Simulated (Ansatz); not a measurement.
Crystal: ZnGaP.

```
Zn Ga P
1.0
     4.01594    0.00000    0.00000
    -2.00797    3.47791    0.00000
     0.00000    0.00000    4.40420
Zn Ga P
1 1 1
Cartesian
  0.0000 0.0000 2.2021
  2.0080 1.1593 0.0000
  0.0000 2.3186 2.2021
```

The cell was built by a generator and needn't be a form met in nature.

| Quantity | Value |
| --- | --- |
| Program | Ansatz 0.2.0 |
| Task | relaxation of cell and atoms |
| Functional | PBEsol |
| Dispersion | D3(BJ) |
| Potentials or basis | Ansatz PAW |
| Cutoff | 420 eV (not typed: the program's choice for these potentials) |
| k mesh | 8 × 8 × 6 |
| Occupations | fermi-dirac, width 0.05 eV |
| Spin | no spin polarisation |

At the start: volume 20.50 Å³/atom.

Question: Where does the relaxation end?

Answer: It ends after 6 steps and the volume is 17.99 Å³/atom (-12.3 %); space group P-6m2 (No. 187, to 0.05 Å).

The path:
```tsv
step	energy change (eV)	largest force (eV/Å)	volume (Å³)
1	0.0000	0.0000	61.51
2	-0.0997	0.0000	57.61
3	-0.1325	0.0000	53.06
4	-0.1356	0.0000	54.04
5	-0.1356	0.0000	53.98
6	-0.1337	0.0000	53.98
```

Final structure:
```xyz
3
Lattice="3.9275 0.0000 0.0000 -1.9638 3.4013 0.0000 0.0000 0.0000 4.0406" Properties=species:S:1:pos:R:3 pbc="T T T"
Zn    0.0000    0.0000    2.0203
Ga    1.9638    1.1338    0.0000
P     0.0000    2.2676    2.0203
```

Caveat: the plane-wave basis is chosen anew once the cell has moved, so the energies of steps on either side of that aren't comparable; pairwise dispersion overbinds metals, which lowers pressure and volume; the PAW data sets come from PBE, with cores solved anew for the run's functional, which leaves a small shift of forces and pressure.
